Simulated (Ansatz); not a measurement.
# CsLiCr2Te2S3 (Cm) in Ansatz: settings compared, part 2 of 2

Ansatz 0.2.0. Earlier steps stand in the parts before.

## (4) Density of states, PBE, collinear spin, ferromagnetic start

input.yaml reads:

```yaml
crystal:
  lattice:
    - [3.42162, -5.18069, 0.00784]
    - [3.42162, 5.18069, 0.00784]
    - [-2.90411, 0.0, 7.43093]
  atoms:
    - { symbol: Cs, position: [0.09374, 0.09374, 0.00853] }
    - { symbol: Li, position: [0.58875, 0.58875, 0.55336] }
    - { symbol: Cr, position: [0.05646, 0.46755, 0.5579], spin: 3.0 }
    - { symbol: Cr, position: [0.46755, 0.05646, 0.5579], spin: 3.0 }
    - { symbol: Te, position: [0.56486, 0.87357, 0.29035] }
    - { symbol: Te, position: [0.87357, 0.56486, 0.29035] }
    - { symbol: S, position: [0.81151, 0.39697, 0.73347] }
    - { symbol: S, position: [0.39697, 0.81151, 0.73347] }
    - { symbol: S, position: [0.21404, 0.21404, 0.48371] }
kpoints:
  mp_grid: { grid: [4, 4, 3] }
scf:
  occupations: { method: fermi_dirac, width: 0.05 }
hamiltonian:
  xc: pbe
  pseudopotentials: { kind: all_electron, datasets: crystal }
magnetization:
  spin_polarized: true
output:
  forces: true
  stress: true
  eigenvalues: true
  dos: { projected: false, de: 0.1, e_range: [-20, 10] }
```

Potentials or basis: all-electron PAW datasets made for the crystal.

The run is started by

```bash
$ ansatz run input.yaml --threads 8 --pin off --max-ram 24576MiB --backend cpu --events-out ev --progress --plain --runs-dir out
```

Log:

```text
Warning: RAYON_NUM_THREADS=8 ignored (pool sized by the plan → 8); use --threads N
hamiltonian.pseudopotentials.datasets: crystal makes datasets for this crystal and solves the spheres of its atoms anew in each pass: cutoff 300.0 eV, the density's 1200.0 eV; for an error of 0.50 meV an atom under PBE, 4.5 meV for the cell; an energy difference from a run of another recipe may be off by several times the error for the cell, under r2SCAN by more, where some 0.1 meV an atom stays at smaller errors; Li in spheres of 1.376 Å, 1 of its electrons in bands; S in spheres of 0.953 Å, 6 of its electrons in bands; Cr in spheres of 1.244 Å, 14 of its electrons in bands; Te in spheres of 1.259 Å, 16 of its electrons in bands; Cs in spheres of 1.376 Å, 19 of its electrons in bands
[... 105 lines left out ...]
  k-point 2 ↑: bands = ["-65.9789", "-65.9783", "-62.3038", "-62.3032", "-62.3022", "-62.2983", "-62.2981", "-37.3895", "-37.3866", "-37.3636", "-37.3572", "-37.2632", "-37.2623", "-29.4734", "-29.4538", "-29.4492", "-29.4460", "-29.4436", "-29.4353", "-29.3980", "-29.3965", "-29.3921", "-29.3913", "-14.8230", "-6.1864", "-5.6110", "-5.5185", "-4.0149", "-2.9586", "-1.6734", "-1.6558", "-1.6411", "1.8130", "2.4789", "2.7440", "2.8546", "3.0653", "3.3085", "3.4932", "3.6400", "3.7641", "4.2444", "4.5779", "4.7898", "4.8741", "5.3634", "5.5984", "5.9745", "6.1665", "6.5027", "6.7248", "6.9318", "7.2215", "7.6527", "8.0387", "8.3253", "8.6008", "10.4193", "11.1694", "11.5479", "11.7538", "12.0075"]
  k-point 16 ↓: bands = ["-63.6337", "-63.6328", "-62.3039", "-62.3033", "-62.3025", "-62.2987", "-62.2985", "-35.0808", "-35.0785", "-35.0431", "-35.0402", "-34.9875", "-34.9736", "-29.5169", "-29.4955", "-29.4896", "-29.4867", "-29.4853", "-29.4753", "-29.4284", "-29.4283", "-29.4249", "-29.4241", "-14.8228", "-5.9815", "-5.8919", "-5.5271", "-3.9427", "-3.5845", "-1.6966", "-1.6565", "-1.6072", "2.4525", "2.4948", "2.8750", "3.1667", "3.4494", "3.6175", "3.8044", "4.0490", "4.1808", "4.2907", "4.5892", "4.9380", "5.5812", "6.1855", "6.7668", "7.8203", "7.8818", "8.0990", "8.2226", "8.3717", "8.6724", "8.8888", "9.0508", "9.0792", "9.6055", "11.2005", "11.3884", "11.8342", "12.1165", "12.1349"]
```

It took 40 s on 8 threads of AMD EPYC 9R45 (Zen 5), shared host; peak memory 4.8 GiB.

What came out:

```
Free energy            : -671643.9561 eV
Pressure               : 0.0 GPa
Largest force          : 0.036 eV/Å
Band gap on the k mesh : none (metal or under the smearing width)
Net moment             : 4.01 μB per cell
Absolute moment        : 5.80 μB per cell
Site moments           : Cs -0.00; Li +0.00; Cr +2.03; Te -0.14; S -0.06, -0.05 μB
```

Forces in eV/Å, atoms in the order of the input:
```
Cs   0.002  0.000  0.004
Li   0.000  0.000 -0.002
Cr  -0.029  0.004  0.021
Cr  -0.029 -0.004  0.021
Te   0.015 -0.004 -0.010
Te   0.015  0.004 -0.010
S    0.004  0.006 -0.003
S    0.004 -0.006 -0.003
S    0.017  0.000 -0.017
```

States per cell in windows of 1 eV (zero at the Fermi level; states under -8 eV left out):
| from (eV) | up | down |
| --- | --- | --- |
| -8.0 | 0.00 | 0.00 |
| -7.0 | 0.00 | 0.00 |
| -6.0 | 0.36 | 0.00 |
| -5.0 | 2.85 | 1.94 |
| -4.0 | 5.80 | 5.18 |
| -3.0 | 3.04 | 3.83 |
| -2.0 | 2.92 | 2.17 |
| -1.0 | 3.78 | 1.87 |
| 0.0 | 3.54 | 1.94 |
| 1.0 | 2.71 | 5.01 |
| 2.0 | 0.01 | 3.05 |
| 3.0 | 0.70 | 0.40 |
| 4.0 | 3.09 | 3.06 |
| 5.0 | 3.91 | 3.97 |
| 6.0 | 3.52 | 3.19 |
| 7.0 | 0.78 | 1.37 |

Caveat: the k mesh is thin for a metal, which can move the energy by tens of meV per atom; the program warned that the printed levels may be off, so bands, gaps and densities of states are rough; only a ferromagnetic start was run, and an antiferromagnetic order may lie lower in energy.

## (5) Band structure, RPBE, collinear spin, ferromagnetic start

Edit input.yaml of step 4 so:

```diff
@@ -17,2 +17,12 @@
   mp_grid: { grid: [4, 4, 3] }
+  band_path:
+    path:
+      - [0.0, 0.0, 0.0]
+      - [-0.3590512451, -0.3590512451, 0.0920144226]
+      - [-0.4106706465, -0.4106706465, 0.4246263637]
+      - [-0.3074318437, -0.3074318437, 0.7594024814]
+      - [0.0, 0.0, 0.5]
+      - [-0.5, 0.5, 0.5]
+      - [-0.5893293535, 0.4106706465, 0.5753736363]
+    npoints: 12
 scf:
@@ -20,4 +30,4 @@
 hamiltonian:
-  xc: pbe
-  pseudopotentials: { kind: all_electron, datasets: crystal }
+  xc: rpbe
+  pseudopotentials: { kind: all_electron, lapw: { basis_error: 0.002 } }
 magnetization:
@@ -28,2 +38 @@
   eigenvalues: true
-  dos: { projected: false, de: 0.1, e_range: [-20, 10] }
```

Potentials or basis: all-electron LAPW, scalar-relativistic.

The run is started by

```bash
$ ansatz run input.yaml --threads 8 --pin off --max-ram 24576MiB --backend cpu --events-out ev --progress --plain --runs-dir out
```

Run time: 2 min. Hardware: 8 threads of Intel Xeon Platinum 8488C (Sapphire Rapids), shared host; peak memory 2.5 GiB.

Results (log left out):

| Property | Result |
| --- | --- |
| Free energy | -671691.8161 eV |
| Pressure | 1.7 GPa |
| Largest force | 0.177 eV/Å |
| Band gap along the path | none (metal or under the smearing width) |
| Net moment | 4.02 μB per cell |
| Absolute moment | 5.99 μB per cell |
| Site moments | Cs -0.00; Li +0.00; Cr +2.28; Te -0.20; S -0.07, -0.06 μB |

Forces in eV/Å, atoms in the order of the input:
```
Cs   0.026  0.000 -0.011
Li   0.024  0.000 -0.010
Cr  -0.051  0.024  0.000
Cr  -0.051 -0.024  0.000
Te   0.012 -0.059 -0.118
Te   0.012  0.059 -0.118
S    0.016  0.062  0.165
S    0.016 -0.062  0.165
S   -0.001  0.000 -0.073
```

Stress tensor (GPa, compression positive):
```
 1.73  0.00 -0.01
 0.00  1.79  0.00
-0.01  0.00  1.68
```

Levels at the corners of the path, in eV from the Fermi level:
Spin up:
```csv
point,band 73,band 74,band 75,band 76,band 77,band 78,band 79,band 80
Γ,-1.13,-0.80,-0.39,-0.35,-0.23,0.25,0.78,1.09
Y,-0.97,-0.50,-0.42,-0.03,0.28,0.74,0.84,0.99
F,-0.96,-0.41,-0.37,0.03,0.21,0.63,0.67,0.81
H,-0.97,-0.62,-0.40,-0.06,0.17,0.76,0.83,0.96
Z,-1.12,-0.80,-0.39,-0.33,-0.16,0.16,0.69,0.71
I,-0.67,-0.49,-0.45,0.06,0.26,0.61,0.72,0.74
F1,-0.96,-0.41,-0.37,0.03,0.21,0.63,0.67,0.81
```
Spin down:
```tsv
point	band 70	band 71	band 72	band 73	band 74	band 75
Γ	-1.72	-0.68	-0.58	0.77	0.97	1.16
Y	-1.41	-1.06	-0.18	0.86	1.03	1.34
F	-1.37	-0.86	-0.16	0.95	1.04	1.32
H	-1.37	-1.26	-0.28	0.87	1.04	1.25
Z	-1.70	-0.65	-0.62	0.79	0.93	1.21
I	-1.33	-0.71	-0.15	0.99	1.03	1.25
F1	-1.37	-0.86	-0.16	0.95	1.04	1.32
```

Caveat: the k mesh is thin for a metal, which can move the energy by tens of meV per atom; spin-orbit coupling is left out, which moves the levels of the heavy elements; only a ferromagnetic start was run, and an antiferromagnetic order may lie lower in energy.

## (6) Band structure, revPBE, collinear spin, ferromagnetic start

Edit input.yaml of step 5 so:

```diff
@@ -30,3 +30,3 @@
 hamiltonian:
-  xc: rpbe
+  xc: revpbe
   pseudopotentials: { kind: all_electron, lapw: { basis_error: 0.002 } }
```

Potentials or basis: all-electron LAPW, scalar-relativistic.

The run is started by

```bash
$ ansatz run input.yaml --threads 8 --pin off --max-ram 24576MiB --backend cpu --events-out ev --progress --plain --runs-dir out
```

It took 61 s on 8 threads of AMD EPYC 9R45 (Zen 5), shared host; peak memory 2.5 GiB.

The run converged. Its results:

```yaml
Free_energy: -671678.1356 eV
Pressure: 1.3 GPa
Largest_force: 0.126 eV/Å
Band_gap_along_the_path: none (metal or under the smearing width)
Net_moment: 4.01 μB per cell
Absolute_moment: 5.94 μB per cell
Site_moments: Cs -0.00; Li +0.00; Cr +2.27; Te -0.20; S -0.07, -0.06 μB
```

Forces on the atoms (eV/Å):
```
Cs   0.020  0.000 -0.004
Li   0.025  0.000 -0.008
Cr  -0.046  0.019  0.002
Cr  -0.046 -0.019  0.002
Te   0.016 -0.041 -0.086
Te   0.016  0.041 -0.086
S    0.010  0.039  0.119
S    0.010 -0.039  0.119
S   -0.005  0.000 -0.060
```

Levels at the corners of the path, in eV from the Fermi level:
Spin up:
```csv
point,band 74,band 75,band 76,band 77,band 78,band 79
Γ,-0.79,-0.39,-0.35,-0.23,0.25,0.78
Y,-0.50,-0.41,-0.02,0.28,0.74,0.83
F,-0.41,-0.37,0.04,0.21,0.64,0.67
H,-0.62,-0.40,-0.05,0.17,0.76,0.83
Z,-0.79,-0.39,-0.34,-0.15,0.16,0.68
I,-0.49,-0.45,0.06,0.26,0.61,0.72
F1,-0.41,-0.37,0.04,0.21,0.64,0.67
```
Spin down:
| point | band 68 | band 69 | band 70 | band 71 | band 72 | band 73 | band 74 | band 75 | band 76 | band 77 |
| --- | --- | --- | --- | --- | --- | --- | --- | --- | --- | --- |
| Γ | -2.18 | -1.95 | -1.72 | -0.68 | -0.58 | 0.75 | 0.95 | 1.14 | 1.20 | 1.60 |
| Y | -1.88 | -1.84 | -1.41 | -1.06 | -0.19 | 0.84 | 1.01 | 1.32 | 1.34 | 1.57 |
| F | -2.17 | -2.03 | -1.37 | -0.86 | -0.16 | 0.93 | 1.03 | 1.31 | 1.38 | 1.49 |
| H | -2.00 | -1.79 | -1.37 | -1.26 | -0.28 | 0.85 | 1.02 | 1.23 | 1.29 | 1.66 |
| Z | -2.36 | -2.16 | -1.70 | -0.66 | -0.62 | 0.77 | 0.91 | 1.19 | 1.29 | 1.50 |
| I | -2.42 | -2.05 | -1.33 | -0.72 | -0.14 | 0.97 | 1.01 | 1.23 | 1.32 | 1.53 |
| F1 | -2.17 | -2.03 | -1.37 | -0.86 | -0.16 | 0.93 | 1.03 | 1.31 | 1.38 | 1.49 |

Caveat: the k mesh is thin for a metal, which can move the energy by tens of meV per atom; spin-orbit coupling is left out, which moves the levels of the heavy elements; only a ferromagnetic start was run, and an antiferromagnetic order may lie lower in energy.

## (7) For comparison

An earlier run on the cell as given: functional PBE; potentials or basis all-electron LAPW, scalar-relativistic; cutoff 318 eV (chosen from the basis error); basis error allowed 0.001 eV/atom; k mesh 5 × 5 × 4; occupations fermi-dirac, width 0.05 eV; collinear spin, ferromagnetic start; starting moments [0.0, 0.0, 3.0, 3.0, 0.0, 0.0, 0.0, 0.0, 0.0] μB.

* Pressure: 0.0 GPa
* Largest force: 0.016 eV/Å
* Band gap on the k mesh: none (metal or under the smearing width)
* Net moment: 4.01 μB per cell
* Absolute moment: 5.75 μB per cell
* Site moments: Cs -0.00; Li +0.00; Cr +2.22; Te -0.18; S -0.06, -0.05 μB
* Loewdin charges: Cs +0.77; Li +0.64; Cr +0.52; Te -0.25; S -0.49, -0.50 e

## (8) Summary

| task | level | potentials or basis | k mesh | cutoff (eV) | basis error allowed | gap on the mesh (eV) | pressure (GPa) | moment (μB) | largest force (eV/Å) |
| --- | --- | --- | --- | --- | --- | --- | --- | --- | --- |
| band structure | PBEsol | all-electron LAPW, scalar-relativistic | 4 × 4 × 3 | 292 | 0.002 eV/atom | - | -2.1 | 4.01 | 0.29 |
| band structure | LDA | all-electron LAPW, scalar-relativistic | 4 × 4 × 3 | 292 | 0.002 eV/atom | - | -3.8 | 4.00 | 0.57 |
| density of states | PBE | all-electron PAW datasets made for the crystal | 4 × 4 × 3 | 300 | - | none | 0.0 | 4.01 | 0.04 |
| band structure | RPBE | all-electron LAPW, scalar-relativistic | 4 × 4 × 3 | 292 | 0.002 eV/atom | - | 1.7 | 4.02 | 0.18 |
| band structure | revPBE | all-electron LAPW, scalar-relativistic | 4 × 4 × 3 | 292 | 0.002 eV/atom | - | 1.3 | 4.01 | 0.13 |
| single point | PBE | all-electron LAPW, scalar-relativistic | 5 × 5 × 4 | 318 | 0.001 eV/atom | none | 0.0 | 4.01 | 0.02 |

Alike in all rows: spin collinear, ferromagnetic start; cell as given; smearing fermi-dirac 0.05 eV.

Caveats: only a ferromagnetic start was run, and an antiferromagnetic order may lie lower in energy; the k mesh is thin for a metal, which can move the energy by tens of meV per atom (some runs); spin-orbit coupling is left out, which moves the levels of the heavy elements (some runs); the program warned that the printed levels may be off, so bands, gaps and densities of states are rough (some runs).

Compare energies only between runs with the same functional and basis.
